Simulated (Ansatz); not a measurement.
# Si16N: the cost of one run

Program: Ansatz 0.2.0. Level of theory: DFT PBEsol, plane waves, PAW, scalar-relativistic, collinear spin. These are calculated values, not measurements.

### Step 1. The system as given

The cell holds 17 atoms (NSi16): a = 7.679 Å, b = 7.679 Å, c = 7.679 Å, α = 60.00°, β = 60.00°, γ = 60.00°.

Coordinates:

```xyz
17
Lattice="0.0000 5.4300 5.4300 5.4300 0.0000 5.4300 5.4300 5.4300 0.0000" Properties=species:S:1:pos:R:3 pbc="T T T"
Si    0.0000    0.0000    0.0000
Si    1.3575    1.3575    1.3575
Si    2.7150    2.7150    0.0000
Si    4.0725    4.0725    1.3575
Si    2.7150    0.0000    2.7150
Si    4.0725    1.3575    4.0725
Si    5.4300    2.7150    2.7150
Si    6.7875    4.0725    4.0725
Si    0.0000    2.7150    2.7150
Si    1.3575    4.0725    4.0725
Si    2.7150    5.4300    2.7150
Si    4.0725    6.7875    4.0725
Si    2.7150    2.7150    5.4300
Si    4.0725    4.0725    6.7875
Si    5.4300    5.4300    5.4300
Si    6.7875    6.7875    6.7875
N     7.4985    7.4295    8.8183
```

### Step 2. Relaxing the start

input.yaml reads:

```yaml
accuracy: low
crystal:
  lattice:
    - [0.0, 5.43, 5.43]
    - [5.43, 0.0, 5.43]
    - [5.43, 5.43, 0.0]
  atoms:
    - { symbol: Si, position: [0.0, 0.0, 0.0] }
    - { symbol: Si, position: [0.125, 0.125, 0.125] }
    - { symbol: Si, position: [0.0, 0.0, 0.5] }
    - { symbol: Si, position: [0.125, 0.125, 0.625] }
    - { symbol: Si, position: [0.0, 0.5, 0.0] }
    - { symbol: Si, position: [0.125, 0.625, 0.125] }
    - { symbol: Si, position: [0.0, 0.5, 0.5] }
    - { symbol: Si, position: [0.125, 0.625, 0.625] }
    - { symbol: Si, position: [0.5, 0.0, 0.0] }
    - { symbol: Si, position: [0.625, 0.125, 0.125] }
    - { symbol: Si, position: [0.5, 0.0, 0.5] }
    - { symbol: Si, position: [0.625, 0.125, 0.625] }
    - { symbol: Si, position: [0.5, 0.5, 0.0] }
    - { symbol: Si, position: [0.625, 0.625, 0.125] }
    - { symbol: Si, position: [0.5, 0.5, 0.5] }
    - { symbol: Si, position: [0.625, 0.625, 0.625] }
    - { symbol: "N", position: [0.8056406, 0.8183566, 0.5625834], spin: 1.0 }
magnetization:
  spin_polarized: true
basis:
  ecutwfc: 420.0
kpoints:
  mp_grid: { grid: [2, 2, 2] }
hamiltonian:
  xc: pbesol
  pseudopotentials: { kind: paw, azcp: { folder: soft_1 } }
scf:
  occupations: { method: fermi_dirac, width: 0.02 }
  lower_state_search: "off"
relax:
  f_tol: 0.08
  max_steps: 25
  adjacent_minimum: "off"
```

Launch:

```bash
> ansatz run input.yaml --threads 1 --pin off --max-ram 3072MiB --backend cpu --events-out ev --progress --plain --runs-dir out
```

**Question.** How long does this run take on 1 thread of Intel Xeon Platinum 8259CL at 2.50GHz (Skylake/Cascade Lake), shared host, and how much memory does it need?

About 4.8 min, with a peak of 0.71 GiB.
